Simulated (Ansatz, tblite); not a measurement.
**B4N4 wurtzite atom sphere (B4N4H14): a ladder of methods and basis sets**

An exercise on one series of results from a longer session: the logs are not shown, and one member is left open.

Computed with Ansatz 0.2.0, Gaussian basis. Level: as each input shows.

Levels to be run: GFN1-xTB, GFN2-xTB, PBE-D4/def2-TZVP, r2SCAN-D4/def2-TZVP, CAM-B3LYP-D4/def2-TZVP, ωB97X-V/def2-TZVP, B3LYP-D4/def2-TZVP, PBE-D4/def2-SVP, PBE0-D4/def2-SVP, HF/6-31G, B3LYP-D4/6-31G, PBE0-D4/def2-TZVPD, PBE-D4/def2-TZVPD, CAM-B3LYP-D4/def2-TZVPD, CCSD(T)/def2-SVP, MP2/def2-TZVP, RPA/def2-TZVP.

3 further runs of the same task are left out: 1 that didn't finish, 2 set aside as unsound or not needed. Runs told in other sessions of the task aren't counted.

### The structure

The geometry is that of the singlet, from an earlier relaxation (PBE0-D4/def2-SVP).

22 atoms, charge 0, spin multiplicity 1.

Bond lengths: B1–N2 1.619 Å, B1–N4 1.568 Å, B1–H9 1.222 Å, B1–H10 1.230 Å, N2–B6 1.566 Å, N2–H11 1.021 Å, N2–H12 1.018 Å, B3–N4 1.568 Å, B3–N5 1.619 Å, B3–H13 1.230 Å, B3–H14 1.222 Å, N4–B7 1.568 Å, N4–H15 1.017 Å, N5–B6 1.566 Å, N5–H16 1.018 Å, N5–H17 1.021 Å, B6–N8 1.566 Å, B6–H18 1.223 Å and more. Angles: N2–B1–N4 103.4°, N2–B1–H9 109.1°, N2–B1–H10 106.9°, N4–B1–H9 112.6°, N4–B1–H10 111.9°, H9–B1–H10 112.4°, B1–N2–B6 110.9°, B1–N2–H11 108.4°, B1–N2–H12 109.9°, B6–N2–H11 109.4°, B6–N2–H12 112.1°, H11–N2–H12 105.9°, N4–B3–N5 103.4°, N4–B3–H13 111.9°, N4–B3–H14 112.6°, N5–B3–H13 106.9°, N5–B3–H14 109.1°, H13–B3–H14 112.3° and more.

PBE0-D4/def2-TZVP was run before; its log isn't repeated, and its numbers join the tables.

Set-up of the first run:

Tight binding, by tblite at 300 K electronic temperature and without a spin-polarisation term:

```python
tblite.interface.Calculator('GFN1-xTB', numbers, positions, charge=0, uhf=0).singlepoint()
```

Tight binding, by tblite at 300 K electronic temperature and without a spin-polarisation term:

```python
tblite.interface.Calculator('GFN2-xTB', numbers, positions, charge=0, uhf=0).singlepoint()
```

start.molden holds the orbitals of an earlier run on this state, given as this run's starting guess.

File in.yaml:

```yaml
crystal:
  periodic: [false, false, false]
  atoms:
    - {symbol: B, position_ang: [-1.385985, -0.549872, -0.787075]}
    - {symbol: N, position_ang: [-1.111448, -0.916368, 0.765411]}
    - {symbol: B, position_ang: [1.164952, -0.927159, -0.791141]}
    - {symbol: N, position_ang: [-0.002616, -0.003772, -1.282608]}
    - {symbol: N, position_ang: [1.353400, -0.502505, 0.759438]}
    - {symbol: B, position_ang: [0.002686, 0.003953, 1.369135]}
    - {symbol: B, position_ang: [0.216187, 1.470335, -0.796295]}
    - {symbol: N, position_ang: [-0.237307, 1.425323, 0.756893]}
    - {symbol: H, position_ang: [-1.731343, -1.560173, -1.381035]}
    - {symbol: H, position_ang: [-2.254967, 0.320633, -0.800320]}
    - {symbol: H, position_ang: [-0.812315, -1.891170, 0.817527]}
    - {symbol: H, position_ang: [-1.980405, -0.863177, 1.293659]}
    - {symbol: H, position_ang: [0.846017, -2.115130, -0.800040]}
    - {symbol: H, position_ang: [2.209270, -0.722069, -1.391242]}
    - {symbol: H, position_ang: [-0.004631, -0.006775, -2.299967]}
    - {symbol: H, position_ang: [1.744303, -1.280612, 1.287365]}
    - {symbol: H, position_ang: [2.048526, 0.243831, 0.806379]}
    - {symbol: H, position_ang: [0.005059, 0.007571, 2.592335]}
    - {symbol: H, position_ang: [-0.486809, 2.270710, -1.394614]}
    - {symbol: H, position_ang: [1.404466, 1.787815, -0.812546]}
    - {symbol: H, position_ang: [-1.230949, 1.654315, 0.808418]}
    - {symbol: H, position_ang: [0.243897, 2.154306, 1.280333]}
basis:
  gaussian: {orbitals: def2-TZVP, initial_orbitals: start.molden}
hamiltonian: {xc: pbe, dispersion: d4}
scf: {omitted_lower_state_checks: [starts]}
output: {orbitals: {seedname: orbitals}}
```

Launch:

```bash
$ ansatz run in.yaml --threads 4 --pin off --events-out ev --progress --plain --max-ram 4787MiB
```

Steps of the session up to this table: PBE-D4/def2-TZVP; r2SCAN-D4/def2-TZVP; CAM-B3LYP-D4/def2-TZVP; ωB97X-V/def2-TZVP; B3LYP-D4/def2-TZVP; PBE-D4/def2-SVP; PBE0-D4/def2-SVP; HF/6-31G; B3LYP-D4/6-31G; PBE0-D4/def2-TZVPD; PBE-D4/def2-TZVPD; CAM-B3LYP-D4/def2-TZVPD; CCSD(T)/def2-SVP; MP2/def2-TZVP; RPA/def2-TZVP.

One of the session's tables, all rows but one given; the rest of the session is left out.

It belongs to the step «Levels side by side». 

```
                  level  HOMO (eV)  LUMO (eV)  gap (eV)
               HF/6-31G     -10.64       4.84     15.48
        PBE-D4/def2-SVP      -5.95       0.01      5.96
       PBE-D4/def2-TZVP      -6.15      -0.70      5.45
      PBE-D4/def2-TZVPD      -6.16      -1.11      5.05
    r2SCAN-D4/def2-TZVP      -6.44      -0.01      6.43
         B3LYP-D4/6-31G      -7.00       1.03      8.04
     B3LYP-D4/def2-TZVP      -7.32      -0.24      7.09
       PBE0-D4/def2-SVP      -7.33       0.94      8.26
      PBE0-D4/def2-TZVP      -7.47       0.09      7.56
     PBE0-D4/def2-TZVPD          ?          ?         ?
 CAM-B3LYP-D4/def2-TZVP      -8.94       0.79      9.73
CAM-B3LYP-D4/def2-TZVPD      -8.94       0.01      8.95
      ωB97X-V/def2-TZVP      -9.96       1.81     11.77
```

**Question.** Estimate the row for PBE0-D4/def2-TZVPD.

**Answer.** HOMO (eV): -7.48; LUMO (eV): -0.49; gap (eV): 6.99. In the column «HOMO (eV)» it lies between CAM-B3LYP-D4/def2-TZVPD (-8.94) and PBE0-D4/def2-TZVP (-7.47).
